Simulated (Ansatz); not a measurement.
# CH4NPSi: the cost of one run

Method: RKS CAM-B3LYP-D4/def2-SVP, in Ansatz 0.2.0.

## 1. The starting structure

Bond lengths: N1–C2 1.221 Å, C2–Si3 1.900 Å, Si3–P4 2.148 Å, Si3–H5 1.505 Å, Si3–H6 1.487 Å, P4–H7 1.386 Å, P4–H8 1.432 Å. Angles: N1–C2–Si3 178.2°, C2–Si3–P4 109.4°, C2–Si3–H5 110.4°, C2–Si3–H6 111.6°, P4–Si3–H5 106.2°, P4–Si3–H6 110.7°, H5–Si3–H6 108.5°, Si3–P4–H7 100.5°, Si3–P4–H8 96.9°, H7–P4–H8 95.9°.

As a file:

```xyz
8

N     2.1105   -0.6217    2.1592
C     1.3130   -0.1214    1.3818
Si    0.0939    0.6226    0.1287
P    -1.3135   -0.8823   -0.4794
H     0.8197    1.0471   -1.1191
H    -0.6118    1.8060    0.6890
H    -0.4838   -1.7256   -1.2023
H    -1.8359   -0.1819   -1.6137
```

## 2. End point A

Input file input.yaml:

```yaml
crystal:
  periodic: [false, false, false]
  atoms:
    - { symbol: "N", position_ang: [2.1105, -0.6217, 2.1592] }
    - { symbol: C, position_ang: [1.313, -0.1214, 1.3818] }
    - { symbol: Si, position_ang: [0.0939, 0.6226, 0.1287] }
    - { symbol: P, position_ang: [-1.3135, -0.8823, -0.4794] }
    - { symbol: H, position_ang: [0.8197, 1.0471, -1.1191] }
    - { symbol: H, position_ang: [-0.6118, 1.806, 0.689] }
    - { symbol: H, position_ang: [-0.4838, -1.7256, -1.2023] }
    - { symbol: H, position_ang: [-1.8359, -0.1819, -1.6137] }
basis:
  gaussian: { orbitals: def2-SVP }
hamiltonian:
  xc: cam_b3lyp
  dispersion: d4
relax:
  f_tol: 0.015
  max_steps: 40
```

Launch:

```sh
$ ansatz run input.yaml --threads 2 --pin off --max-ram 3072MiB --backend cpu --events-out ev --progress --plain --runs-dir out
```

Q: Estimate wall time and peak memory on 2 threads of AMD EPYC 9R14 (Zen 4), shared host.

About 9.6 s, with a peak of 0.21 GiB.
